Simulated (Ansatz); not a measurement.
# Mg3Te (P1) in Ansatz: convergence with smearing width

Aim: find how far smearing width must go before the results for Mg3Te settle, at PBEsol. This setting moves, with any that are tied to it; all else stays.

Everything below comes from runs of Ansatz 0.2.0. Logs are shortened: lines on timing, memory, paths and dates and some standing lists are left out, and cuts for length are marked.

**1. The cell of the first run**

The typed cell holds 4 atoms: a = 6.088 Å, b = 6.088 Å, c = 6.088 Å, α = 138.85°, β = 138.85°, γ = 59.60°.

The cell comes from a database or a generator and needn't be the stable form of this composition.

The cell isn't the ideal one: atoms moved at random, drawn with an rms of 0.05 Å.

**2. With smearing width 0.3 eV**

Contents of input.yaml:

```yaml
crystal:
  lattice:
    - [-2.13936, 2.13936, 5.282488]
    - [2.13936, -2.13936, 5.282488]
    - [2.13936, 2.13936, -5.282488]
  atoms:
    - { symbol: Te, position: [0.004134, -0.000931, 0.002234] }
    - { symbol: Mg, position: [0.24899, 0.758919, 0.503036] }
    - { symbol: Mg, position: [0.753605, 0.246345, 0.498411] }
    - { symbol: Mg, position: [0.491155, 0.514636, 0.003885] }
hamiltonian:
  xc: pbesol
  pseudopotentials: { kind: paw }
kpoints:
  mp_grid: { grid: [5, 5, 6] }
scf:
  occupations: { method: fermi_dirac, width: 0.3 }
output:
  forces: true
  stress: true
  eigenvalues: true
```

Potentials or basis: Ansatz PAW.

Launch:

```bash
$ ansatz run input.yaml --threads 2 --pin off --max-ram 5632MiB --backend cpu --events-out ev --progress --plain --runs-dir out
```

Log:

```text
Warning: RAYON_NUM_THREADS=2 ignored (pool sized by the plan → 2); use --threads N
basis.fft_grid_basis auto: the FFT boxes are laid along the combinations [[1, 0, 1], [0, 1, 1], [0, 0, 1]] of the cell's own vectors, 4.279, 4.279 and 6.088 Å long. The dense box has 30×30×45 points. Along the cell's own vectors, as sized, it would have 45×45×45, 2.25 times as many. basis.fft_grid_basis: typed keeps the cell's own vectors: state it where this run's energies or levels are differenced outside the engine with another run's, or held beside a run that keeps those vectors.
band count auto-derived: 31 (N_el = 46.0; filled up to band 23; 28 by the electrons, moments and atoms)
Engine: ansatz 0.2.0, aarch64-unknown-linux-gnu
Pseudopotentials: kind: paw
Pseudopotential: Te, paw, valence charge 16, recommended cutoff 420 eV (normal), Te.paw.azcp
Pseudopotential: Mg, paw, valence charge 10, recommended cutoff 420 eV (normal), Mg.paw.azcp
Functional definition: PBEsol
  exchange = pbesol_x
  correlation = pbesol_c
Crystal: 4 atoms, lattice volume = 96.709 Å³
Basis set: ecut = 420 eV, 1897 PW (Γ), FFT grids on a1+a3, a2+a3, a3, exchange–correlation on 60×60×90 points (8 copies of the dense FFT grid, shifted against one another)
Bands: 31, of which v1, the nominal top of the filled ones, is band 23 counted from 1 (22 counted from 0)
Symmetry: 1 space group operations
Space group: P1 (ITA 1), of the structure as read, at distance tolerance 4.6e-5 Å
k-points: 76 of 150 (time reversal used)
Non-local potential: Te, projectors of the file, l = 0: 2, l = 1: 2, l = 2: 2, l = 3: 2
Non-local potential: Mg, projectors of the file, l = 0: 3, l = 1: 2, l = 2: 1
PAW form: soft (Blöchl's): semilocal exchange-correlation on the pseudo side does not see the compensation charge
PAW frozen core: Te, regenerated for the run's functional, and the local potential with it (the file was generated under x = pbe(κ = 0.804, μ = 0.2195149727645171), c = pbe(β = 0.06672455060314922))
PAW frozen core: Mg, regenerated for the run's functional, and the local potential with it (the file was generated under x = pbe(κ = 0.804, μ = 0.2195149727645171), c = pbe(β = 0.06672455060314922))
PAW one-centre angular grid: Te, 590 points (default); XC on 64 Gauss nodes
PAW one-centre angular grid: Mg, 110 points (default); XC on 64 Gauss nodes
Initial density: superposition of atomic densities (neutral atoms: chi_scale 0, normalization atom), corrected by the library's trained network
Initial wavefunctions: pseudopotential atomic-orbital guess
Functional: x = pbesol(κ = 0.804, μ = 0.12345679012345678), c = pbesol(β = 0.046)
SCF iter   1: F=—  HF=-12638.636291 eV  |F-HF|=—  |Δ(HF+E_count)|=         —  Δρ=2.47e-3  dr2=7.63e-3  ethr=1.77e-3  ⟨swp⟩=8.6  Hψ=11471  notcnv=0
preconditioner: auto → Kerker (q_TF=auto, 2.410 Å⁻¹)  [metal: Δε(μ)=0.064 eV  Ē_g=8.365 eV  σ=0.300 eV  W_gap=0.05  n_scr=32 (ndim 8)  ℏωp=13.1 eV  f_vac=0.000  D(μ)=1.70/eV (n_scr^D=10)]
SCF iter   2: F=—  HF=-12638.632044 eV  |F-HF|=—  |Δ(HF+E_count)|=   4.25e-3  Δρ=1.40e-3  dr2=3.24e-3  ethr=1.66e-5  ⟨swp⟩=2.1  Hψ=3818  notcnv=0
SCF iter   3: F=—  HF=-12638.631094 eV  |F-HF|=—  |Δ(HF+E_count)|=   9.50e-4  Δρ=4.26e-4  dr2=5.12e-4  ethr=7.03e-6  ⟨swp⟩=2.1  Hψ=3254  notcnv=0
SCF iter   4: F=—  HF=-12638.630945 eV  |F-HF|=—  |Δ(HF+E_count)|=   1.49e-4  Δρ=1.83e-4  dr2=1.00e-4  ethr=1.11e-6  ⟨swp⟩=2.0  Hψ=3185  notcnv=0
SCF iter   5: F=—  HF=-12638.630916 eV  |F-HF|=—  |Δ(HF+E_count)|=   2.93e-5  Δρ=6.21e-5  dr2=6.28e-6  ethr=2.18e-7  ⟨swp⟩=2.0  Hψ=2589  notcnv=0
SCF iter   6: F=—  HF=-12638.630921 eV  |F-HF|=—  |Δ(HF+E_count)|=   4.96e-6  Δρ=1.02e-5  dr2=8.88e-8  ethr=2.17e-10  ⟨swp⟩=6.2  Hψ=13492  notcnv=0
SCF iter   7: F=-12638.630921 eV  HF=-12638.630921 eV  |F-HF|=1.12e-8  |Δ(HF+E_count)|=   1.06e-8  Δρ=3.42e-6  dr2=1.30e-8  ethr=1.93e-10  ⟨swp⟩=2.5  Hψ=8416  notcnv=0
SCF 1 converged in 7 iterations: F = -12638.630921 eV  dr2 = 1.30e-8
SCF converged after 7 iterations
Free energy (F): -12638.630921 eV
Harris-Foulkes:  -12638.630921 eV  (|F-HF|=1.12e-8)
Internal energy: -12638.131843 eV  (E = F + TS)
E sigma→0 (E₀):  -12638.381382 eV
Entropy (-TS):   -0.499078 eV (-124.769 meV/atom)
Fermi energy:    7.612272 eV
--- Per-component energies (eV) ---
  E_band       = -1308.813334
  E_kinetic    = 406.812778
  E_local      = -5979.090272  (includes V_loc(G=0)·N_el)
  E_nonlocal   = -18.100677
  E_hartree    = 2479.922094
  E_xc         = -208.460013
  E_vxc        = -214.533891  (∫ρ·V_xc dr)
  E_paw        = -5429.939208  (= ΣΔE_a)
  E_vpaw       = -463.750392  (= ΣTr[D̂ρ^β])
  E_aug_tail   = -0.000194  (compensation charges beyond the density's cutoff)
  E_ewald      = -3889.827752
  E_core_change = 0.551402  (= ΣΔE_core)
  E_smearing   = -0.499078  (= −TS)
  E_closure    = -0.000000  (closes the sum)
  Σ components = -12638.630921   (vs F -12638.630921, Δ=0.00e0)
--- Forces (eV/Å), atoms counted from 1 ---
  atom   1  Te     0.12384616    -0.10983460     0.00910929
  atom   2  Mg    -0.10759009     0.06269923    -0.01773018
  atom   3  Mg     0.13789580    -0.08517066    -0.00545589
  atom   4  Mg    -0.15414940     0.13230351     0.01407721
  max |Σ_I F_I| component: 2.52e-6 eV/Å
--- Stress (GPa, compression-positive) ---
       -0.390375      -0.070092      -0.050895
       -0.070092      -0.435927      -0.031205
       -0.050895      -0.031205      -0.966282
  P = ⅓ Tr σ = -0.5975 GPa (-5.975 kbar)
--- Band table (eV; the first three rows and the last of 76) ---
  k-point 0: bands = ["-68.6616", "-68.4075", "-68.4033", "-35.6153", "-35.6151", "-35.5802", "-35.3631", "-35.3577", "-35.3564", "-35.3559", "-35.3294", "-35.3285", "-29.6488", "-29.6439", "-29.6411", "-29.6374", "-29.6366", "-4.6718", "3.2995", "3.4088", "4.9787", "4.9913", "7.8797", "8.8263", "9.1781", "9.1822", "9.3555", "11.1563", "14.0432", "14.0630", "14.3306"]
  k-point 1: bands = ["-68.6616", "-68.4070", "-68.4038", "-35.6154", "-35.6152", "-35.5801", "-35.3624", "-35.3583", "-35.3568", "-35.3491", "-35.3369", "-35.3279", "-29.6488", "-29.6433", "-29.6408", "-29.6375", "-29.6366", "-4.4627", "2.8705", "3.6547", "4.1824", "5.0191", "7.1210", "7.7897", "9.4095", "10.5082", "10.8451", "11.6396", "13.2553", "14.2507", "14.5069"]
  k-point 2: bands = ["-68.6616", "-68.4061", "-68.4047", "-35.6156", "-35.6154", "-35.5800", "-35.3612", "-35.3595", "-35.3583", "-35.3520", "-35.3343", "-35.3267", "-29.6492", "-29.6421", "-29.6403", "-29.6377", "-29.6368", "-4.0200", "2.3635", "3.1813", "4.0064", "5.7473", "6.4993", "6.6902", "7.3890", "11.0776", "11.3034", "13.1591", "13.3729", "13.9558", "15.4529"]
  k-point 75: bands = ["-68.6616", "-68.4062", "-68.4046", "-35.6157", "-35.6153", "-35.5800", "-35.3613", "-35.3595", "-35.3571", "-35.3490", "-35.3360", "-35.3290", "-29.6491", "-29.6425", "-29.6403", "-29.6375", "-29.6369", "-4.1024", "2.1342", "3.6348", "3.8215", "5.4682", "6.4830", "7.5098", "8.1787", "10.9060", "11.4318", "12.6738", "12.9266", "13.9672", "14.5349"]
```

It took 8.9 s on 2 threads of Arm Neoverse V2, shared host; peak memory 0.42 GiB.

Results:

- Free energy: -12638.6309 eV
- Pressure: -0.6 GPa
- Largest force: 0.204 eV/Å
- Band gap on the k mesh: none (metal or under the smearing width)

**3. With smearing width 0.2 eV**

Changes to input.yaml since step 2:

```diff
@@ -16,3 +16,3 @@
 scf:
-  occupations: { method: fermi_dirac, width: 0.3 }
+  occupations: { method: fermi_dirac, width: 0.2 }
 output:
```

Potentials or basis: Ansatz PAW.

Launch:

```bash
$ ansatz run input.yaml --threads 2 --pin off --max-ram 5632MiB --backend cpu --events-out ev --progress --plain --runs-dir out
```

Wall time 7.2 s (2 threads of Arm Neoverse V2, shared host); peak memory 0.41 GiB.

What came out:

* Free energy: -12638.4909 eV
* Pressure: -0.8 GPa
* Largest force: 0.204 eV/Å
* Band gap on the k mesh: none (metal or under the smearing width)

**4. With smearing width 0.15 eV**

Changes to input.yaml since step 3:

```diff
@@ -16,3 +16,3 @@
 scf:
-  occupations: { method: fermi_dirac, width: 0.2 }
+  occupations: { method: fermi_dirac, width: 0.15 }
 output:
```

Launch:

```bash
$ ansatz run input.yaml --threads 2 --pin off --max-ram 5632MiB --backend cpu --events-out ev --progress --plain --runs-dir out
```

Run time: 7.3 s. Hardware: 2 threads of Arm Neoverse V2, shared host; peak memory 0.41 GiB.

What came out:

```
Free energy            : -12638.4405 eV
Pressure               : -0.9 GPa
Largest force          : 0.205 eV/Å
Band gap on the k mesh : none (metal or under the smearing width)
```

**5. With smearing width 0.1 eV**

Changes to input.yaml since step 4:

```diff
@@ -16,3 +16,3 @@
 scf:
-  occupations: { method: fermi_dirac, width: 0.15 }
+  occupations: { method: fermi_dirac, width: 0.1 }
 output:
```

Launch:

```bash
$ ansatz run input.yaml --threads 2 --pin off --max-ram 5632MiB --backend cpu --events-out ev --progress --plain --runs-dir out
```

Wall time 7 s (2 threads of Arm Neoverse V2, shared host); peak memory 0.41 GiB.

Results:

```yaml
Free_energy: -12638.4036 eV
Pressure: -1.0 GPa
Largest_force: 0.205 eV/Å
Band_gap_on_the_k_mesh: none (metal or under the smearing width)
```

**6. With smearing width 0.05 eV**

Changes to input.yaml since step 5:

```diff
@@ -16,3 +16,3 @@
 scf:
-  occupations: { method: fermi_dirac, width: 0.1 }
+  occupations: { method: fermi_dirac, width: 0.05 }
 output:
```

Potentials or basis: Ansatz PAW.

Launch:

```bash
$ ansatz run input.yaml --threads 2 --pin off --max-ram 5632MiB --backend cpu --events-out ev --progress --plain --runs-dir out
```

It took 7 s on 2 threads of Arm Neoverse V2, shared host; peak memory 0.41 GiB.

The run converged. Its results:

| Item | Value |
| --- | --- |
| Free energy | -12638.3806 eV |
| Pressure | -1.0 GPa |
| Largest force | 0.206 eV/Å |
| Band gap on the k mesh | none (metal or under the smearing width) |

**7. With smearing width 0.025 eV**

Changes to input.yaml since step 6:

```diff
@@ -16,3 +16,3 @@
 scf:
-  occupations: { method: fermi_dirac, width: 0.05 }
+  occupations: { method: fermi_dirac, width: 0.025 }
 output:
```

Launch:

```bash
$ ansatz run input.yaml --threads 2 --pin off --max-ram 5632MiB --backend cpu --events-out ev --progress --plain --runs-dir out
```

Run time: 7.1 s. Hardware: 2 threads of Arm Neoverse V2, shared host; peak memory 0.41 GiB.

Results (log left out):

```
Free energy            : -12638.3743 eV
Pressure               : -1.0 GPa
Largest force          : 0.207 eV/Å
Band gap on the k mesh : none (metal or under the smearing width)
```

**8. With smearing width 0.01 eV**

Changes to input.yaml since step 7:

```diff
@@ -16,3 +16,3 @@
 scf:
-  occupations: { method: fermi_dirac, width: 0.025 }
+  occupations: { method: fermi_dirac, width: 0.01 }
 output:
```

Launch:

```bash
$ ansatz run input.yaml --threads 2 --pin off --max-ram 5632MiB --backend cpu --events-out ev --progress --plain --runs-dir out
```

Run time: 6.8 s. Hardware: 2 threads of Arm Neoverse V2, shared host; peak memory 0.41 GiB.

The run converged. Its results:

```
Free energy            : -12638.3723 eV
Pressure               : -1.1 GPa
Largest force          : 0.208 eV/Å
Band gap on the k mesh : none (metal or under the smearing width)
```

**9. With smearing width 0.005 eV**

Changes to input.yaml since step 8:

```diff
@@ -16,3 +16,3 @@
 scf:
-  occupations: { method: fermi_dirac, width: 0.01 }
+  occupations: { method: fermi_dirac, width: 0.005 }
 output:
```

Potentials or basis: Ansatz PAW.

Launch:

```bash
$ ansatz run input.yaml --threads 2 --pin off --max-ram 5632MiB --backend cpu --events-out ev --progress --plain --runs-dir out
```

It took 7.3 s on 2 threads of Arm Neoverse V2, shared host; peak memory 0.41 GiB.

Results (log left out):

```
Free energy            : -12638.3720 eV
Pressure               : -1.1 GPa
Largest force          : 0.207 eV/Å
Band gap on the k mesh : none (metal or under the smearing width)
```

**10. The series at a glance**

```tsv
smearing width	energy less the tightest run, at zero smearing (meV/atom)	pressure (GPa)	largest force (eV/Å)	SCF cycles	CPU time (s)	peak memory (GiB)
0.3 eV	-2.38	-0.60	0.204	7	18	0.42
0.2 eV	-1.29	-0.81	0.204	7	14	0.41
0.15 eV	-0.77	-0.90	0.205	7	14	0.41
0.1 eV	-0.42	-0.98	0.205	7	14	0.41
0.05 eV	-0.18	-1.03	0.206	7	14	0.41
0.025 eV	-0.04	-1.05	0.207	7	14	0.41
0.01 eV	-0.02	-1.06	0.208	6	13	0.41
0.005 eV	0.00	-1.06	0.207	7	14	0.41
```

Against the tightest run, the energy stays within 1 meV/atom from 0.15 eV on; the pressure stays within 0.1 GPa from 0.1 eV on; the largest force stays within 0.005 eV/Å from 0.3 eV on. Narrower smearing needs a denser k mesh, so at a fixed mesh the narrowest width isn't the most accurate. The tightest run that finished is the yardstick and may itself not be fully converged.

Caveats: the PAW data sets come from PBE, with cores solved anew for the run's functional, which leaves a small shift of forces and pressure.
